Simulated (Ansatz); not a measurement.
# F3H2NTi: the cost of one run

Program: Ansatz 0.2.0. Level of theory: RKS PBE/def2-SVP. These are calculated values, not measurements.

**1. The system as given**

Bond lengths: Ti1–N2 2.060 Å, N2–H3 1.060 Å, N2–H4 1.060 Å, Ti1–F5 1.830 Å, Ti1–F6 1.829 Å, Ti1–F7 1.829 Å. Angles: Ti1–N2–H3 120.0°, Ti1–N2–H4 120.0°, H3–N2–H4 120.0°, N2–Ti1–F5 109.4°, N2–Ti1–F6 109.5°, N2–Ti1–F7 109.5°, F5–Ti1–F6 109.5°, F5–Ti1–F7 109.5°, F6–Ti1–F7 109.5°.

Structure file:

```xyz
7

Ti    0.0000    0.0000    0.0000
N     0.0000    0.0000    2.0600
H    -0.8770   -0.2713    2.5900
H     0.8770    0.2713    2.5900
F     1.7257    0.0000   -0.6094
F    -0.8619    1.4933   -0.6094
F    -0.8619   -1.4933   -0.6094
```

**2. Preparing the start**

input.yaml reads:

```yaml
crystal:
  periodic: [false, false, false]
  atoms:
    - { symbol: Ti, position_ang: [0.0, 0.0, 0.0] }
    - { symbol: "N", position_ang: [0.0, 0.0, 2.06] }
    - { symbol: H, position_ang: [-0.877, -0.2713, 2.59] }
    - { symbol: H, position_ang: [0.877, 0.2713, 2.59] }
    - { symbol: F, position_ang: [1.7257, 0.0, -0.6094] }
    - { symbol: F, position_ang: [-0.8619, 1.4933, -0.6094] }
    - { symbol: F, position_ang: [-0.8619, -1.4933, -0.6094] }
basis:
  gaussian: { orbitals: def2-SVP }
hamiltonian:
  xc: pbe
relax:
  f_tol: 0.02
  max_steps: 40
output:
  orbitals: {}
```

The run is started by

```sh
ansatz run input.yaml --threads 2 --pin off --max-ram 3072MiB --backend cpu --events-out ev --progress --plain --runs-dir out
```

What time and memory should one allow on 2 threads of Arm Neoverse V2, shared host?

About 10 s, with a peak of 0.14 GiB.
